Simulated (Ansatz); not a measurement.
Relaxation of a periodic cell of 40 atoms, CF4 (packed as 8 CF4, density as packed 1.61 g/cm³ with natural masses), to a largest force component of 0.3 eV/Å in at most 15 steps.

Method: Ansatz, DFT LDA, scalar-relativistic, plane waves, PAW. Settings: accuracy low, cutoff 420 eV, k mesh 1x1x1, fermi-dirac smearing 0.02 eV, no spin polarisation.

```xyz
40
Lattice="8.9959 0.0000 0.0000 0.0000 8.9959 0.0000 0.0000 0.0000 8.9959" Properties=species:S:1:pos:R:3:forces:R:3
C 7.591 3.308 7.650 0.02 0.06 0.01
F 8.594 3.833 8.346 -0.17 -0.37 -0.94
F 6.819 2.590 8.460 0.28 0.32 -0.49
F 6.873 4.283 7.102 0.33 -0.44 0.25
F 8.078 2.525 6.693 -0.29 0.35 0.42
C 3.335 3.034 1.891 0.04 0.00 0.05
F 3.964 3.842 2.738 -0.29 -0.55 -0.66
F 4.036 2.939 0.766 -0.29 0.02 0.45
F 3.210 1.829 2.438 0.05 0.53 -0.26
F 2.130 3.526 1.622 0.51 -0.21 0.10
C 8.115 7.830 4.083 0.05 -0.02 0.09
F 8.676 7.450 5.226 -0.64 0.18 -0.62
F 7.515 9.004 4.252 0.28 -0.51 -0.07
F 9.050 7.941 3.145 -0.43 -0.01 0.39
F 7.217 6.924 3.708 0.25 0.57 0.25
C 7.617 4.568 1.939 0.06 -0.06 0.17
F 8.606 5.148 2.612 -0.42 -0.50 -0.32
F 6.535 4.506 2.707 0.50 0.00 -0.39
F 7.347 5.278 0.848 -0.07 -0.08 0.64
F 7.982 3.338 1.588 -0.21 0.57 0.70
C 5.438 8.219 8.475 0.09 0.09 -0.02
F 5.328 8.323 9.796 0.19 -0.01 -0.61
F 4.453 7.458 8.007 1.16 0.85 0.06
F 5.361 9.428 7.927 0.06 -0.57 0.28
F 6.608 7.668 8.170 -0.51 0.22 0.13
C 1.787 0.871 6.668 -0.01 -0.09 -0.09
F 1.456 1.427 7.829 0.16 -0.21 -0.46
F 1.293 -0.362 6.610 0.34 1.10 -0.57
F 1.286 1.596 5.672 0.29 -0.33 0.39
F 3.111 0.824 6.560 -0.62 0.03 0.06
C 2.083 6.930 0.391 -0.07 -0.14 0.03
F 2.870 7.715 1.120 -0.49 -0.34 -0.24
F 1.311 6.206 1.196 0.43 0.38 -0.40
F 1.321 7.678 -0.399 0.41 -0.68 1.01
F 2.831 6.120 -0.351 -0.99 -0.11 0.68
C 2.643 5.863 5.341 0.05 -0.01 -0.01
F 3.400 6.821 5.865 -0.40 -0.47 -0.35
F 1.964 5.256 6.310 0.24 0.24 -0.49
F 1.791 6.397 4.471 0.58 -0.35 0.31
F 3.415 4.978 4.719 -0.44 0.55 0.53
```

Where does it end, and by what steps?

The forces met the threshold. The threshold is loose, so the end isn't yet a minimum. The force dipped under the threshold on the way, but the program's further checks kept it going. Limits of this set-up: coarse k mesh, low accuracy level. After 6 steps the energy has fallen by 0.956 eV; F10 moved furthest, 0.73 Å.

```tsv
step	energy less start (eV)	largest force component (eV/Å)	accepted
0	0.0000	1.158	yes
1	-0.6047	0.380	yes
2	-0.8065	0.139	yes
3	-0.8922	0.337	yes
4	-0.9296	0.399	yes
5	-0.9558	0.272	yes
6	-0.9558	0.273	yes
```

```xyz
40
Lattice="8.9959 0.0000 0.0000 0.0000 8.9959 0.0000 0.0000 0.0000 8.9959" Properties=species:S:1:pos:R:3
C 7.840 3.679 7.492
F 8.952 3.967 8.143
F 6.962 3.141 8.317
F 7.336 4.783 6.975
F 8.111 2.819 6.526
C 3.095 2.817 1.303
F 3.661 3.692 2.112
F 3.796 2.731 0.189
F 3.059 1.636 1.889
F 1.866 3.206 1.025
C 7.772 7.922 4.156
F 8.088 7.219 5.230
F 7.430 9.147 4.511
F 8.804 7.979 3.341
F 6.751 7.342 3.538
C 7.623 4.515 2.405
F 8.475 5.036 3.271
F 6.455 4.338 2.990
F 7.483 5.335 1.379
F 8.084 3.357 1.980
C 5.846 8.235 8.510
F 5.780 8.235 9.826
F 4.824 7.561 8.016
F 5.806 9.476 8.067
F 6.970 7.664 8.126
C 1.904 1.026 6.626
F 1.486 1.475 7.792
F 1.150 -0.001 6.254
F 1.811 1.988 5.717
F 3.164 0.642 6.738
C 2.137 6.686 0.564
F 2.933 7.496 1.232
F 1.242 6.175 1.388
F 1.527 7.363 -0.391
F 2.846 5.710 0.026
C 2.395 5.745 5.385
F 3.102 6.674 5.996
F 1.538 5.214 6.238
F 1.735 6.284 4.376
F 3.201 4.807 4.929
```

Whether the end is a true minimum wasn't checked by a vibrational analysis.

The run took 15 s on 2 threads of Intel(R) Xeon(R) CPU @ 2.60GHz (Ice Lake) (shared host), peak memory 0.69 GiB.
